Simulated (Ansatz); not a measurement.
# ZnH₂S₂: a ladder of functionals and wavefunction methods

How much do the methods differ for ZnH₂S₂? The plan is to run it at one geometry with functionals of several rungs and with coupled cluster. The yardstick is the atomisation energy at the CCSD(T) limit.

Program: Ansatz 0.2.0, Gaussian basis. Level of theory: functionals in def2-TZVPP, the program's frozen cores in correlated methods. These are calculated values, not measurements.

Plan: LDA (SPW92), PBE-D4, revPBE-D4, BLYP-D4, r2SCAN-D4, B97M-V, PBE0-D4, B3LYP-D4, r2SCANh-D4, r2SCAN0-D4, HSE06-D4, BHLYP-D4, CAM-B3LYP-D4, LC-ωPBE, ωB97X-V, ωB97M-V, B2PLYP, PBE-QIDH; CCSD(T)/def2-SVP; CCSD(T)/def2-TZVPP; CCSD(T)/def2-QZVPP; extrapolation to the limit; RPA on PBE.

## (1) The geometry

An earlier PBE0-D4 in a triple-zeta def2 set relaxation fixed the geometry.

SMILES `[SH][Zn][SH]`, 5 atoms, charge 0, spin multiplicity 1.

Atoms are counted from 1 here; the program's logs count them from 0.

Bond lengths: S1–Zn2 2.162 Å, S1–H4 1.345 Å, Zn2–S3 2.162 Å, S3–H5 1.345 Å. Angles: Zn2–S1–H4 92.8°, S1–Zn2–S3 178.9°, Zn2–S3–H5 92.8°.

As a file:

```
S    -0.72654    0.31449   -2.04969
Zn    0.12879    0.32185   -0.06453
S     0.99799    0.36862    1.91405
H    -1.88316   -0.22061   -1.61999
H     1.53281   -0.85794    1.77887
```

## (2) LDA

This LDA is Slater exchange with PW92 correlation.

The input, in.yaml:

```yaml
crystal:
  periodic: [false, false, false]
  atoms:
    - {symbol: S, position_ang: [-0.726536, 0.314488, -2.049692]}
    - {symbol: Zn, position_ang: [0.128793, 0.321847, -0.064535]}
    - {symbol: S, position_ang: [0.997994, 0.368617, 1.914046]}
    - {symbol: H, position_ang: [-1.883162, -0.220608, -1.619994]}
    - {symbol: H, position_ang: [1.532812, -0.857945, 1.778875]}
basis:
  gaussian: {orbitals: def2-TZVPP}
hamiltonian: {xc: lda}
output: {orbitals: {seedname: orbitals}}
```

Command:

```console
> ansatz run in.yaml --threads 2 --pin off --events-out ev --progress --plain --max-ram 32768MiB --backend cpu
```

After this run come: PBE-D4 (GGA); revPBE-D4 (GGA); BLYP-D4 (GGA); r2SCAN-D4 (meta-GGA); B97M-V (meta-GGA); PBE0-D4 (hybrid); B3LYP-D4 (hybrid); r2SCANh-D4 (hybrid); r2SCAN0-D4 (hybrid); HSE06-D4 (hybrid); BHLYP-D4 (hybrid); CAM-B3LYP-D4 (range-separated); LC-ωPBE (range-separated); ωB97X-V (range-separated); ωB97M-V (range-separated); B2PLYP (double hybrid); PBE-QIDH (double hybrid); CCSD(T) in def2-SVP; CCSD(T) in def2-TZVPP; CCSD(T) in def2-QZVPP; RPA on PBE orbitals.

**Question.** What will the summary of the whole plan be? Wanted: atomisation energy, CCSD(T)/CBS; farthest beyond LDA; mean size of error, GGA; mean size of error, meta-GGA; mean size of error, hybrid; mean size of error, range-separated; mean size of error, double hybrid; gap, smallest and largest; T1 diagnostic.

The runs gave:

```
                               quantity                                  value
        atomisation energy, CCSD(T)/CBS                         292.7 kcal/mol
functionals within 1.5 kcal/mol (0.5 %)           PBE-D4, r2SCAN0-D4, HSE06-D4
                    farthest beyond LDA              BHLYP-D4 (-14.5 kcal/mol)
                mean size of error, GGA                           6.9 kcal/mol
           mean size of error, meta-GGA                           3.1 kcal/mol
             mean size of error, hybrid                           4.9 kcal/mol
    mean size of error, range-separated                           3.5 kcal/mol
      mean size of error, double hybrid                           5.8 kcal/mol
              gap, smallest and largest  4.39 eV (BLYP-D4), 11.37 eV (LC-ωPBE)
                          T1 diagnostic                                 0.0141
triples share of the correlation energy                                  3.7 %
```

In words: LDA overbinds by 46.4 kcal/mol (16 %). PBE-D4 misses by +1.2 kcal/mol. Double hybrids carry the basis error of their MP2 part in triple zeta, and no dispersion term here, so their miss is partly the set-up's. Taken by rung, meta-GGA functionals do best (3.1 kcal/mol on average) and GGA ones worst beyond LDA (6.9 kcal/mol). The gap between the best rungs is small, so their order is not settled. Misses under about 1.5 kcal/mol are within the doubt on the reference itself, which lacks core-valence correlation, relativity and higher excitations. Hartree-Fock recovers 69 % of the binding; the rest is correlation. CCSD(T) in def2-SVP is off by -34.2 kcal/mol, so the small basis spoils what the method gains. Orbital gaps span 4.4 to 11.4 eV; exact exchange widens them. For Zn the d shell is correlated and the shells below it are frozen.
